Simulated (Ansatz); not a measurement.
**NbAs: equation of state**

An exercise on one series of results from a longer session: the logs are not shown, and one member is left open.

Program: Ansatz 0.2.0. Level of theory: DFT LDA, scalar-relativistic. These are calculated values, not measurements.

2 further runs of the same task are left out: 2 that didn't finish. Runs told in other sessions of the task aren't counted.

### The starting structure

It takes space group I4_1md (No. 109, tetragonal). The conventional cell has a = 3.452 Å, b = 3.452 Å, c = 11.680 Å, α = 90.00°, β = 90.00°, γ = 90.00°. Nb (site symmetry 2mm) has 6 As at 2.60 to 2.63 Å in its first shell of neighbours. Around As (site symmetry 2mm) lie 6 Nb at 2.60 to 2.63 Å.

As a file:

```cif
data_structure
_symmetry_space_group_name_H-M 'P 1'
_symmetry_Int_Tables_number 1
_cell_length_a 6.3295
_cell_length_b 6.3295
_cell_length_c 6.3295
_cell_angle_alpha 148.354
_cell_angle_beta 148.354
_cell_angle_gamma 45.363
_cell_volume 69.58
loop_
_atom_site_label
_atom_site_type_symbol
_atom_site_fract_x
_atom_site_fract_y
_atom_site_fract_z
_atom_site_occupancy
Nb1 Nb 0.75000 0.75000 0.00000 1
Nb2 Nb 0.50000 0.00000 0.50000 1
As1 As 0.16600 0.16600 0.00000 1
As2 As 0.91600 0.41600 0.50000 1
```

Atoms are numbered in the order of the input: Nb1, Nb2, As3, As4.

The first run:

Contents of input.yaml:

```yaml
crystal:
  lattice:
    - [-1.7025248434, 1.7025248434, 5.7610714056]
    - [1.7025248434, -1.7025248434, 5.7610714056]
    - [1.7025248434, 1.7025248434, -5.7610714056]
  atoms:
    - { symbol: Nb, position: [0.75, 0.75, 0.0] }
    - { symbol: Nb, position: [0.5, 0.0, 0.5] }
    - { symbol: As, position: [0.166, 0.166, 0.0] }
    - { symbol: As, position: [0.916, 0.416, 0.5] }
kpoints:
  mp_grid: { grid: [15, 15, 15] }
  band_path:
    path:
      - [0.0, 0.0, 0.0]
      - [0.0, 0.0, 0.5]
      - [0.25, 0.25, 0.25]
      - [0.0, 0.5, 0.0]
      - [0.0, 0.0, 0.0]
      - [0.5, 0.5, -0.5]
      - [0.2718333516, 0.7281666484, -0.2718333516]
      - [-0.2718333516, 0.2718333516, 0.2718333516]
      - [0.0, 0.0, 0.0]
    npoints: 5
scf:
  occupations: { method: fermi_dirac, width: 0.08 }
hamiltonian:
  xc: lda
  pseudopotentials: { kind: all_electron, lapw: { basis_error: 0.0005 } }
output:
  forces: true
  stress: true
  eigenvalues: true
```

Command:

```console
ansatz run input.yaml --threads 1 --pin off --max-ram 4096MiB --backend cpu --events-out ev --progress --plain --runs-dir out
```

Among the steps run: Volume × 0.96, LAPW; Volume × 0.96, PAW; Volume × 0.96, crystal datasets; Volume × 0.99, LAPW; Volume × 0.99, PAW; Volume × 1.02, LAPW; Volume × 1.02, PAW; Volume × 1.06, LAPW; Volume × 1.06, PAW.

One of the session's tables, all rows but one given; the rest of the session is left out.

| method | volume (Å³/atom) | F above the lowest (meV/atom) | pressure (GPa) | largest force (eV/Å) |
| --- | --- | --- | --- | --- |
| LAPW | 16.699 | 0.0 | 1.72 | 0.325 |
| LAPW | 17.221 | 3.8 | -3.88 | 0.284 |
| LAPW | 17.743 | 24.3 | -8.61 | 0.248 |
| LAPW | 18.438 | 73.4 | -13.79 | 0.205 |
| PAW | 16.699 | 0.0 | 1.72 | 0.325 |
| PAW | 17.221 | ? | ? | ? |
| PAW | 17.743 | 24.3 | -8.61 | 0.248 |
| PAW | 18.438 | 73.4 | -13.79 | 0.205 |
| crystal datasets | 16.699 | – | 1.73 | 0.325 |

Q: Estimate the row for PAW, 17.221 from the others.

**Answer.** F above the lowest (meV/atom): 3.8; pressure (GPa): -3.87; largest force (eV/Å): 0.285.

To keep in mind: Shape and positions are held, so a fully relaxed modulus can be lower. Warnings in the runs' records: gradients without spin orbit, crystal datasets made.
